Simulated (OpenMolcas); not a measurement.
**GeSiH4 (SMILES [SiH3][GeH]) at 6 levels**

We compute a comparison of 6 runs (UHF/STO-3G, UB3LYP/6-31G*, UPBE0/def2-SVP, ROMP2/def2-TZVP, ROCCSD(T)/6-31G) of GeSiH4. 

The calculation is run with OpenMolcas 26.06.

1 further run of the same task is left out (set aside as unsound or not needed).

### Step 1. The system as given

GeSiH4 has 6 atoms, charge 0, and is taken as a triplet. SMILES: `[SiH3][GeH]`. Geometry: a GFN2-xTB relaxation, a rough one for these elements and not checked as a minimum.

Bond lengths: Si1–Ge2 2.352 Å, Si1–H3 1.473 Å, Si1–H4 1.463 Å, Si1–H5 1.473 Å, Ge2–H6 1.598 Å. Angles: Si1–Ge2–H6 106.0°, Ge2–Si1–H3 114.0°, Ge2–Si1–H4 102.6°, Ge2–Si1–H5 114.0°, H3–Si1–H4 110.2°, H3–Si1–H5 106.0°, H4–Si1–H5 110.2°.

### Step 2. Energy and forces at UHF/STO-3G (run 1)

File coord.xyz:

```xyz
6

Si    -0.283220    -0.251340    -0.527490
Ge     0.874610    -0.191000     1.518380
H     -1.640170     0.319480    -0.464590
H     -0.350550    -1.684650    -0.812530
H      0.402580     0.454350    -1.624160
H      0.996750     1.353160     1.910390
```

File calc.inp:

```
&GATEWAY
  BasLib
  $CurrDir
  Coord
  coord.xyz
  Basis
  STO-3G
  Group
  NoSym

&SEWARD

&SCF
  UHF
  Spin
  3
  Thresholds
  1e-10 1e-07 1e-07 1e-05
  PrOrbitals
  1 2

&ALASKA
```

The basis set STO-3G is read from a file made from the Basis Set Exchange's data (not shown).

The run is started by

```
export MOLCAS_MEM=1860
pymolcas calc.inp > calc.log
```

Output:

```text
--- Start Module: gateway ---
[...]
--- Stop Module: gateway /rc=_RC_ALL_IS_WELL_ ---
[...]
      Basis functions           31
[...]
--- Start Module: scf ---
[...]
       Convergence after  18 Iterations
[...]
::    Total SCF energy                              -2339.6044941351
[...]
      Total spin, S                                     1.0020025525
[...]
      Total electronic charge=   50.000000
      Total            charge=   -0.000000
[...]
      Dipole Moment (debye):
      Origin of the operator (angstrom)=    0.5299   -0.1955    0.9108
                   X=  2.9987E-01               Y= -6.5759E-01               Z=  4.5287E-01           Total=  8.5290E-01
      Quadrupole Moment (debye*angstrom):
[...]
--- Stop Module: scf /rc=_RC_ALL_IS_WELL_ ---
[...]
--- Start Module: alaska ---
[...]
 *              Molecular gradients               *
 **************************************************
  Irreducible representation: a
 ------------------------------------------------------------------------------------------
                              X                       Y                       Z
 ------------------------------------------------------------------------------------------
  SI1              -1.15962138173487E-03    1.06428775125772E-02   -8.43121111646639E-04
  GE2               1.06796809572423E-02   -7.31915375351049E-02    1.03986172203427E-02
  H3               -2.31193979218984E-02    1.21652925271576E-02   -1.33618936771174E-03
  H4                5.21315748959628E-03   -2.24649916845490E-02    6.58633135349751E-03
  H5                9.37933788946443E-03    1.43132900209766E-02   -1.97638557592503E-02
  H6               -9.93157032683101E-04    5.85350691589346E-02    4.95821766464588E-03
 ------------------------------------------------------------------------------------------
[...]
```

Wall time 10 s (1 thread of AMD EPYC (Zen 3), shared host); peak memory 0.37 GiB.

### Step 3. Energy and forces at UB3LYP/6-31G(d) (spherical functions) (run 2)

File mol.input:

```
&GATEWAY
BasLib=$CurrDir
Coord
6
angstrom
Si      -0.283220      -0.251340      -0.527490
Ge       0.874610      -0.191000       1.518380
H       -1.640170       0.319480      -0.464590
H       -0.350550      -1.684650      -0.812530
H        0.402580       0.454350      -1.624160
H        0.996750       1.353160       1.910390
Basis=6-31Gs
Group=NoSym
&SEWARD
GridInput
Grid=UltraFine
End of Grid
&SCF
UHF
Spin=3
KSDFT=B3LYP
Thresholds=1e-10 1e-07 1e-07 1e-05
PrOrbitals=1
&ALASKA
```

The basis set 6-31G* is read from a file made from the Basis Set Exchange's data (not shown).

The run is started by

```
export MOLCAS_MEM=1860
pymolcas mol.input > mol.log
```

Output:

```text
--- Start Module: gateway ---
[...]
--- Stop Module: gateway /rc=_RC_ALL_IS_WELL_ ---
[...]
      Basis functions           58
[...]
--- Start Module: scf ---
[...]
       Convergence after  18 Iterations
[...]
::    Total KS-DFT energy                           -2368.5778542433
[...]
      Total spin, S                                     1.0006927055
[...]
      Total electronic charge=   50.000000
      Total            charge=   -0.000000
[...]
      Dipole Moment (debye):
      Origin of the operator (angstrom)=    0.5299   -0.1955    0.9108
                   X= -1.9312E-01               Y= -8.6925E-02               Z= -3.5011E-01           Total=  4.0918E-01
      Quadrupole Moment (debye*angstrom):
[...]
--- Stop Module: scf /rc=_RC_ALL_IS_WELL_ ---
[...]
--- Start Module: alaska ---
[...]
 *              Molecular gradients               *
 **************************************************
  Irreducible representation: a
 ------------------------------------------------------------------------------------------
                              X                       Y                       Z
 ------------------------------------------------------------------------------------------
  SI1               2.58929667183772E-03    8.21854065522060E-03    5.47776989288806E-03
  GE2              -1.55208368385473E-03   -2.00217372688325E-02   -5.03658024550901E-03
  H3                5.85657286761343E-03   -1.91697301766025E-03   -3.57756980608698E-03
  H4                3.19843378708040E-03    8.05351961982748E-03    6.57504820515231E-03
  H5               -5.84897980739063E-03   -2.69088152530195E-03    3.07615907786918E-03
  H6               -4.24323983528246E-03    8.35753153674457E-03   -6.51482712427498E-03
 ------------------------------------------------------------------------------------------
[...]
```

Run time: 63 s. Hardware: 1 thread of AMD EPYC (Zen 3), shared host; peak memory 0.39 GiB.

Runs 3 to 5 aren't shown in full; the table further down has their settings and results.

### Step 4. A single-point energy at ROCCSD(T)/6-31G (run 6)

File calc.inp:

```
&GATEWAY
  BasLib=$CurrDir
  Coord
  6
  angstrom
  Si      -0.283220      -0.251340      -0.527490
  Ge       0.874610      -0.191000       1.518380
  H       -1.640170       0.319480      -0.464590
  H       -0.350550      -1.684650      -0.812530
  H        0.402580       0.454350      -1.624160
  H        0.996750       1.353160       1.910390
  Basis=6-31G
  Group=NoSym

&SEWARD

&SCF
  UHF
  Spin=3
  Thresholds=1e-10 1e-07 1e-07 1e-05
  PrOrbitals=0

&RASSCF
  FileOrb=$Project.UnaOrb
  Spin=3
  Nactel=2 0 0
  Inactive=24
  Ras2=2
  OutOrbitals=Canonical
  OrbListing=NoCore

&MOTRA
  JobIph
  Frozen=14

&CCSDT
  CCT
  Triples=3
  Iterations=80
  Accuracy=1e-08
  Extrapolation=5 4
```

The basis set 6-31G is read from a file made from the Basis Set Exchange's data (not shown).

The run is started by

```
export MOLCAS_MEM=1860
pymolcas calc.inp > calc.log
```

Output:

```text
--- Start Module: gateway ---
[...]
--- Stop Module: gateway /rc=_RC_ALL_IS_WELL_ ---
[...]
      Basis functions           48
[...]
       Convergence after  21 Iterations
[...]
::    Total SCF energy                              -2366.1573983109
[...]
      Total spin, S                                     1.0020833628
[...]
      Number of active orbitals                  2
[...]
      Spin quantum number                      1.0
[...]
      Active orbitals                            2
[...]
      Number of CSFs                             1
[...]
      Number of root(s) required                 1
[...]
      Convergence after 10 iterations
[...]
      printout of CI-coefficients larger than  0.05 for root  1
      energy=   -2366.155975
      conf/sym  11     Coeff  Weight
             1  uu   1.00000 1.00000
      Natural orbitals and occupation numbers for root  1
      sym 1:   1.000000   1.000000
      ************************************************************************************************************************
      *                                                    Final results                                                     *
[...]
::    RASSCF root number  1 Total energy:  -2366.15597477
[...]
      Total electronic charge=   50.000000
      Total            charge=   -0.000000
[...]
      Dipole Moment (debye):
      Origin of the operator (angstrom)=    0.5299   -0.1955    0.9108
                   X=  3.5393E-02               Y= -4.3809E-01               Z=  1.2140E-02           Total=  4.3969E-01
      Quadrupole Moment (debye*angstrom):
[...]
--- Start Module: motra ---
[...]
      Convergence after                    15  Iterations
      Total energy (diff) :   -2366.41374395       0.00000000
[...]
 METHOD                       : CCSD+T(CCSD)+<T3(1)WT1>+<T3(1)UT2> = CCSD(T)
[...]
       CCSD     =     -2366.4137439453370
[...]
```

It took 17 s on 1 thread of AMD EPYC (Zen 3), shared host; peak memory 0.38 GiB.

### Step 5. Overview of the runs

| run | level | integration grid | Cartesian functions | energy (Eh) | dipole moment (D) | HOMO energy (eV) | LUMO energy (eV) | wall time |
| --- | --- | --- | --- | --- | --- | --- | --- | --- |
| 1 | UHF/STO-3G | – | no | -2339.604494 | 0.85 | -5.33 | 4.35 | 10 s |
| 2 | UB3LYP/6-31G* (spherical functions) | UltraFine | no | -2368.577854 | 0.41 | -5.20 | -4.26 | 63 s |
| 3 | UB3LYP/6-31G* (Cartesian functions) | UltraFine | yes | -2368.584679 | 0.41 | -5.19 | -4.26 | 69 s |
| 4 | UPBE0/def2-SVP | UltraFine | no | -2368.071423 | 0.24 | -5.62 | -3.91 | 63 s |
| 5 | ROMP2/def2-TZVP | – | no | -2366.918992 | – | – | – | 87 s |
| 6 | ROCCSD(T)/6-31G | – | no | -2366.416962 | – | – | – | 17 s |

### Step 6. Outcome

```
             quantity           value
  run 6: total energy  -2366.41696 Eh
run 6: (T) correction       -3.22 mEh
```

What this shows: Over runs 1, 2, 3, 4 the dipole moment (its size) runs from 0.24 D (UPBE0/def2-SVP) to 0.85 D (UHF/STO-3G). The two ends differ in method and basis. Totals of different functionals can't be ranked against each other. In run 1 the basis is minimal, so the values are rough. All runs together took 5.2 min, the longest 87 s.
